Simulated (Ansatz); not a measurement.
# Al2C3: the cost of one run

Program: Ansatz 0.2.0. Level of theory: DFT PBE, scalar-relativistic, plane waves, PAW. These are calculated values, not measurements.

3 further runs of the same task are left out: 3 set aside as unsound or not needed.

## Step 1: The system as given

Symmetry: P-3m1, No. 164, trigonal system. The conventional cell has a = 3.646 Å, b = 3.646 Å, c = 4.402 Å, α = 90.00°, β = 90.00°, γ = 120.00°. Al (site symmetry 3m) is surrounded by 8 C at 2.14 to 2.35 Å and 3 Al at 2.43 Å. C (site symmetry -3m) has 6 Al at 2.19 Å as nearest neighbours. Around C (site symmetry 3m) lie 5 Al at 2.14 to 2.35 Å.

As a file:

```
CELL_PARAMETERS angstrom
3.64600 0.00000 0.00000
-1.82300 3.15753 0.00000
0.00000 0.00000 4.40221
ATOMIC_POSITIONS crystal
Al 0.33333 0.66667 0.13800
Al 0.66667 0.33333 0.86200
C 0.00000 0.00000 0.00000
C 0.33333 0.66667 0.62500
C 0.66667 0.33333 0.37500
```

This is candidate A: Ga3Ni2 type (P-3m1, No. 164).

(A quick probe on a coarse mesh, which set the mesh and smearing, is not shown.)

## Step 3: Coarse relaxation (candidate A)

The input, input.yaml:

```yaml
crystal:
  lattice:
    - [3.6460003441, 0.0, 0.0]
    - [-1.8230001721, 3.1575289202, 0.0]
    - [0.0, 0.0, 4.402209181]
  atoms:
    - { symbol: Al, position: [0.3333333333, 0.6666666667, 0.138] }
    - { symbol: Al, position: [0.6666666667, 0.3333333333, 0.862] }
    - { symbol: C, position: [0.0, 0.0, 0.0] }
    - { symbol: C, position: [0.3333333333, 0.6666666667, 0.625] }
    - { symbol: C, position: [0.6666666667, 0.3333333333, 0.375] }
basis:
  ecutwfc: 420
kpoints:
  mp_grid: { grid: [6, 6, 4] }
hamiltonian:
  xc: pbe
scf:
  occupations: { method: gaussian, width: 0.1 }
  lower_state_search: "off"
output:
  forces: true
  stress: true
  eigenvalues: true
relax:
  adjacent_minimum: "off"
  f_tol: 0.04
  max_steps: 70
  cell: { stress_tol: 0.4 }
```

The run is started by

```console
> ansatz run input.yaml --threads 1 --pin off --max-ram 2560MiB --backend cpu --events-out ev --progress --plain --runs-dir out
```

**Question.** How long does this run take on 1 thread of AMD EPYC 7R43 (Zen 3), shared host, and how much memory does it need?

About 36 s, with a peak of 0.36 GiB.
